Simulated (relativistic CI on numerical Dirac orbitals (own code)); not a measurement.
# W⁺ (5d5) in crystal fields: levels and magnetism

Aim: the levels, ground state and powder susceptibility of W⁺ in 6 parametric crystal fields.

Program: relativistic CI on numerical Dirac orbitals (own code) version 1. Level of theory: Dirac-Coulomb-Breit CI, KLI orbitals optimised for each configuration, model QED (radiative potential, 1s self-energy scaled to tabulated hydrogen-like ionisation energies), one configuration in a parametric crystal field. These are calculated values, not measurements, unless marked.

### 1 The atom as given

- ion: W⁺ (W II)
- nuclear charge: 74
- electrons: 73
- open shell: 5d5
- Slater scale: 1
- field 1 (cm⁻¹): D4h, 10Dq = 23400, Ds = -340, Dt = -480
- field 2 (cm⁻¹): D4h, 10Dq = 6850, Ds = 2990, Dt = -770
- field 3 (cm⁻¹): D4h, 10Dq = 28900, Ds = 2160, Dt = 260
- field 4 (cm⁻¹): D3d, 10Dq = 8650, Dsigma = 50, Dtau = 170
- field 5 (cm⁻¹): Oh, 10Dq = 20400
- field 6 (cm⁻¹): Td, 10Dq = -8250

The outer shells:

[Xe] 4f14 5d5
```
[Xe] core
4f [↑↓][↑↓][↑↓][↑↓][↑↓][↑↓][↑↓]
5d [↑ ][↑ ][↑ ][↑ ][↑ ]
```

### 2 Field 1: D4h, 10Dq = 23400, Ds = -340, Dt = -480

Settings of the run:

```ini
atom W  Z=74  charge=1  electrons=73
nucleus A=184  rms_radius_fm=5.3658
hamiltonian dirac-coulomb  breit=on  qed=on  c_scale=1
orbitals kli  potential=per-configuration
slater_scale 1
correlation none
mixing on
configurations
  [Xe] 4f14 5d5
end
crystal_field D4h 10Dq=23400 Ds=-340 Dt=-480
```

### 3 Field 2: D4h, 10Dq = 6850, Ds = 2990, Dt = -770

Changes to the settings of step 2:

```diff
@@ -10,2 +10,2 @@
 end
-crystal_field D4h 10Dq=23400 Ds=-340 Dt=-480
+crystal_field D4h 10Dq=6850 Ds=2990 Dt=-770
```

### 4 Field 3: D4h, 10Dq = 28900, Ds = 2160, Dt = 260

Changes to the settings of step 3:

```diff
@@ -10,2 +10,2 @@
 end
-crystal_field D4h 10Dq=6850 Ds=2990 Dt=-770
+crystal_field D4h 10Dq=28900 Ds=2160 Dt=260
```

### 5 Field 4: D3d, 10Dq = 8650, Dsigma = 50, Dtau = 170

Changes to the settings of step 4:

```diff
@@ -10,2 +10,2 @@
 end
-crystal_field D4h 10Dq=28900 Ds=2160 Dt=260
+crystal_field D3d 10Dq=8650 Dsigma=50 Dtau=170
```

### 6 Field 5: Oh, 10Dq = 20400

Changes to the settings of step 5:

```diff
@@ -10,2 +10,2 @@
 end
-crystal_field D3d 10Dq=8650 Dsigma=50 Dtau=170
+crystal_field Oh 10Dq=20400
```

### 7 Field 6: Td, 10Dq = -8250

Changes to the settings of step 6:

```diff
@@ -10,2 +10,2 @@
 end
-crystal_field Oh 10Dq=20400
+crystal_field Td 10Dq=-8250
```

(Steps that only read results are left out.)

Q: Predict the outcome of this session. Wanted: ground spin; most axial ground doublet.

The runs gave:

| field | ground state | degeneracy | S | J | first gap (cm⁻¹) | stabilisation (cm⁻¹) | χT at 2 K | χT at 300 K |
| --- | --- | --- | --- | --- | --- | --- | --- | --- |
| 1: D4h | G7 | 2 | 0.55 | 4.50 | 2983 | -21150 | 0.497 | 0.625 |
| 2: D4h | G7 | 2 | 2.11 | 2.99 | 345 | -741 | 1.384 | 3.197 |
| 3: D4h | G7 | 2 | 0.54 | 4.45 | 4757 | -24954 | 0.525 | 0.598 |
| 4: D3d | G4 | 2 | 2.45 | 2.53 | 22 | -156 | 2.434 | 4.280 |
| 5: Oh | G7 | 2 | 0.62 | 4.44 | 3238 | -10042 | 0.498 | 0.650 |
| 6: Td | G7 | 2 | 2.46 | 2.52 | 0 | -100 | 4.298 | 4.299 |

χT is in cm³ K/mol; stabilisation counts from the free ion's lowest level; S and J come from the expectation values of their squares.

```
                           quantity                                                 value
ground spin (effective S from ⟨S²⟩)  1: 0.55, 2: 2.11, 3: 0.54, 4: 2.45, 5: 0.62, 6: 2.46
                        χT at 300 K                                0.60 to 4.30 cm³ K/mol
          most axial ground doublet                         field 4, g = 0.80, 0.80, 8.27
```

In words: The ground spin ranges from 0.54 to 2.46 over these fields. The lowest doublet of field 4 is strongly axial. The field is a set of parameters, without covalency or charge transfer.
